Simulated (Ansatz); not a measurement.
**HF/cc-pVDZ run of SiBrCl3 (bromotrichlorosilane)**

Aim: the energy change on altering one bond length of SiBrCl3 (bromotrichlorosilane) at HF/cc-pVDZ, from 2 runs. 

The calculation is run with Ansatz 0.2.0.

55 further runs of the same task are left out: 12 that didn't finish, 43 set aside as unsound or not needed.

### 1 The structure to begin with

The species is SiBrCl3 (5 atoms), meant as a singlet with charge 0. As SMILES, `Cl[Si](Cl)(Cl)Br`. The shape is that of a PBE0-D4/def2-TZVP optimisation.

Bond lengths: Cl1–Si2 2.023 Å, Si2–Cl3 2.023 Å, Si2–Cl4 2.023 Å, Si2–Br5 2.188 Å. Angles: Cl1–Si2–Cl3 109.3°, Cl1–Si2–Cl4 109.3°, Cl1–Si2–Br5 109.7°, Cl3–Si2–Cl4 109.3°, Cl3–Si2–Br5 109.7°, Cl4–Si2–Br5 109.7°.

### 2 The energy at HF/cc-pVDZ

input.yaml

```yaml
basis:
  gaussian: {orbitals: cc-pVDZ}
crystal:
  periodic: [false, false, false]
  atoms:
    - {symbol: Cl, position_ang: [-0.852900, -0.217700, 1.821600]}
    - {symbol: Si, position_ang: [0.003400, -0.042600, -0.003200]}
    - {symbol: Cl, position_ang: [1.690500, -1.158200, -0.059200]}
    - {symbol: Cl, position_ang: [-1.285700, -0.709700, -1.412800]}
    - {symbol: Br, position_ang: [0.494400, 2.054400, -0.387900]}
hamiltonian: {xc: hf}
accuracy: high
output: {orbitals: {seedname: orbitals}}
```

Command:

```
ansatz run input.yaml --threads 1 --pin off --max-ram 3480MiB --events-out events.jsonl --progress --plain --runs-dir runs
```

Standard output:

```text
Warning: RAYON_NUM_THREADS=1 ignored (pool sized by the plan → 1); use --threads N
Functional definition: HF
  name "HF"
  exchange = exact_x
  correlation = 0
2154 factors; integrals over basis functions are off by at most 4.6e-9 eV
mean field evaluation 1: about -115374.6778 eV, gradient 2.4e1 eV
mean field evaluation 2: about -115375.0963 eV, gradient 2.5e1 eV
mean field evaluation 4: about -115376.9986 eV, gradient 1.7e0 eV
mean field evaluation 8: about -115377.0421 eV, gradient 6.7e-2 eV
mean field evaluation 16: about -115377.0421 eV, gradient 2.8e-7 eV
mean field -115377.04214855 eV, -4240.0280935913 hartree, gradient 1.9e-8 eV, S^2 0.000000; 0 other end points of the search recorded, 0 dependent functions left out
reference -115377.04214855 eV, -4240.0280935913 hartree; 50, 50 occupied and 49, 49 virtual orbitals, 2154 factors
Total energy: -115377.04214855 eV, -4240.0280935913 hartree
```

Run time: 8.1 s. Hardware: 1 thread of Arm Neoverse V2, shared host; peak memory 0.41 GiB.

### 3 The distorted shape, same level

in.yaml

```yaml
basis:
  gaussian:
    orbitals: cc-pVDZ
crystal:
  periodic: [false, false, false]
  atoms:
    - symbol: Cl
      position_ang: [-2.877418, 1.121018, 1.888800]
    - symbol: Si
      position_ang: [-2.021118, 1.296118, 0.064000]
    - symbol: Cl
      position_ang: [1.690500, -1.158200, -0.059200]
    - symbol: Cl
      position_ang: [-3.310218, 0.629018, -1.345600]
    - symbol: Br
      position_ang: [-1.530118, 3.393118, -0.320700]
magnetization:
  spin_polarized: false
  initial_magnetization: 0
hamiltonian:
  xc: hf
accuracy: high
output:
  orbitals: {seedname: orbitals}
```

Command:

```
ansatz run in.yaml --threads 1 --pin off --max-ram 3480MiB --events-out events.jsonl --progress --plain --runs-dir runs
```

Standard output:

```text
Warning: RAYON_NUM_THREADS=1 ignored (pool sized by the plan → 1); use --threads N
[... 4 set-up lines as earlier in the session ...]
2069 factors; integrals over basis functions are off by at most 4.6e-9 eV
mean field evaluation 1: about -115366.3118 eV, gradient 3.2e1 eV
mean field evaluation 2: about -115366.6046 eV, gradient 3.3e1 eV
mean field evaluation 4: about -115369.4737 eV, gradient 1.6e1 eV
mean field evaluation 8: about -115370.8664 eV, gradient 9.7e-1 eV
mean field evaluation 16: about -115370.9283 eV, gradient 2.5e-7 eV
mean field evaluation 32: about -115370.8636 eV, gradient 1.3e0 eV
mean field evaluation 64: about -115370.8879 eV, gradient 9.3e-1 eV
mean field evaluation 96: about -115370.9263 eV, gradient 3.6e-1 eV
mean field -115370.92826120 eV, -4239.8034123753 hartree, gradient 2.2e-8 eV, S^2 0.000000; 0 other end points of the search recorded, 0 dependent functions left out
reference -115370.92826120 eV, -4239.8034123753 hartree; 50, 50 occupied and 49, 49 virtual orbitals, 2069 factors
Total energy: -115370.92826120 eV, -4239.8034123753 hartree
```

Wall time 14 s (1 thread of Arm Neoverse V2, shared host); peak memory 0.42 GiB.

### 4 Outcome

Level: HF/cc-pVDZ.

| quantity | value |
| --- | --- |
| first shape: total energy | -4240.02809 Eh |
| first shape: HOMO energy | -12.11 eV |
| first shape: LUMO energy | 3.10 eV |
| first shape: HOMO–LUMO gap | 15.21 eV |
| distorted shape: total energy | -4239.80341 Eh |
| distorted shape: HOMO energy | -8.28 eV |
| distorted shape: LUMO energy | -3.80 eV |
| distorted shape: HOMO–LUMO gap | 4.48 eV |
| energy change with the Si2–Cl3 bond stretched from 2.023 to 4.451 Å | 6.114 eV |

In words: One bond (distorted shape) is far stretched, which a spin-restricted single reference describes badly; a broken-symmetry solution may lie lower. With the Si2–Cl3 bond stretched from 2.023 to 4.451 Å the energy rises by 6.11 eV (141 kcal/mol). The first shape isn't relaxed at this level, so the change isn't measured from a minimum. A restricted reference can't describe the breaking bond well at this length.
